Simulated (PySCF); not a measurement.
# C3H8O2Si: the cost of one run

Programs: PySCF 2.14.0, with density-fitted response routines of our own. Each step states its level of theory. These are calculated values for one molecule in the gas phase, unless marked as measured. Atoms count from 0, in the outputs and in this text.

## (1) The molecule as given

14 atoms, charge 0, multiplicity 1; geometry from: GFN2-xTB. The atoms were then displaced at random by about 0.01 Å, so the start is not that level's minimum.

Bonds of the start (Å): O0–C1 1.40, C1–C2 1.49, C2–C3 1.38, C3–O4 1.32, O4–Si5 1.63, O0–H6 0.96, C1–H7 1.09, C1–H8 1.11, C2–H9 1.07, C3–H10 1.07, Si5–H11 1.48, Si5–H12 1.46, Si5–H13 1.45.

## (2) Optimising the geometry at PBE0-D3(BJ)/def2-SVP

The job: settings as JSON, then the geometry in Å.

```
{"job": {"xc": "PBE0", "basis": "def2-SVP", "d3": "d3bj", "grid": 1, "shake": 0.01, "kind": "geom"}, "charge": 0, "multiplicity": 1}
O     -2.902440     0.344730     0.572030
C     -1.910140     0.233320    -0.406400
C     -1.041770    -0.951610    -0.157970
C      0.328400    -0.877040    -0.004400
O      0.976180     0.270840    -0.106090
Si     2.556630     0.641340     0.043080
H     -2.499990     0.457280     1.433850
H     -2.419360     0.119860    -1.358600
H     -1.295400     1.153860    -0.435900
H     -1.518380    -1.905290    -0.041820
H      0.876740    -1.769680     0.206280
H      3.060150     0.253230     1.376980
H      2.455640     2.083050    -0.166800
H      3.326590    -0.068990    -0.961990
```

Command:

```
> OMP_NUM_THREADS=1 python probes_run.py task.json out
```

This one command runs all jobs of the session in turn.

Q: Estimate the wall time and peak memory of this first job on 1 thread of Arm Neoverse V1, shared host.

About 53 s, with a peak of 0.52 GiB.
